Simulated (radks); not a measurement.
# Sm inside a hard spherical wall

The task here is to estimate one member of a computed series from the others.

Method: scalar-relativistic Kohn-Sham, PBE, spin-polarised, spherical densities, finite nucleus; open shells are filled with parallel spins first. Code: radks (a radial shooting solver on a logarithmic mesh, Libxc functionals) version 1.

## The system

- element: samarium (Z = 62)
- charge: 0
- electrons: 62
- configuration: [Xe] 4f6 6s2
- nuclear rms radius: 5.0819 fm

Outer shells as boxes (Hund's rule):

Sm
```
[Xe] core
4f [↑ ][↑ ][↑ ][↑ ][↑ ][↑ ][  ]
6s [↑↓]
```

The first run:

Settings of this run:

```text
Z 62
configuration [Xe] 4f6 6s2 5d0 6p0 7s0
relativity scalar-relativistic
functional pbe,pbe
spin polarised
nucleus finite rms 5.0819 fm
c 137.035999084
```

Steps of the session up to this table: The free atom; Wall at 20 bohr; Wall at 7 bohr; Wall at 5 bohr; Wall at 2.5 bohr; Wall at 2 bohr; Wall at 1.5 bohr.

One table of the session follows, with a row left open; its other results are not shown here.

```
R (bohr)  E − E(free) (eV)  ε(4f) (eV)  ε(5d, empty) (eV)  ε(6p, empty) (eV)  ε(7s, empty) (eV)
    free             0.000      -3.670             -1.900             -1.245                  -
      20             0.000      -3.669             -1.900             -1.244              0.015
       7             1.473      -2.239             -0.559              1.385             10.698
       5                 ?           ?                  ?                  ?                  ?
     2.5            250.23      33.757             45.290             119.07             263.02
       2            660.14      65.889             97.633             243.62             495.20
     1.5            2146.1      143.68             253.16             582.27             1090.4
```

Q: Estimate the row for R (bohr) = 5 from the others.

Worked estimate for «E − E(free) (eV)». A straight line through the neighbours (7, 1.473) and (2.5, 250.23) gives 1.473 + (250.23 − 1.473) × (5 − 7) / (2.5 − 7) = 112.032; a parabola fitted to 4 rows on both sides gives 150.344.

The run gave: E − E(free) (eV): 9.446; ε(4f) (eV): 0.798; ε(5d, empty) (eV): 2.724; ε(6p, empty) (eV): 9.187; ε(7s, empty) (eV): 32.718. In «E − E(free) (eV)» the line misses by +102.586 and the parabola by +140.898. Between these rows the values bend or scatter more than so simple an estimate can follow.

From R = 5 bohr inwards the highest occupied level lies above zero, pushed up by confinement. Shells are not refilled when levels cross, and a hard wall is a model, not a crystal.
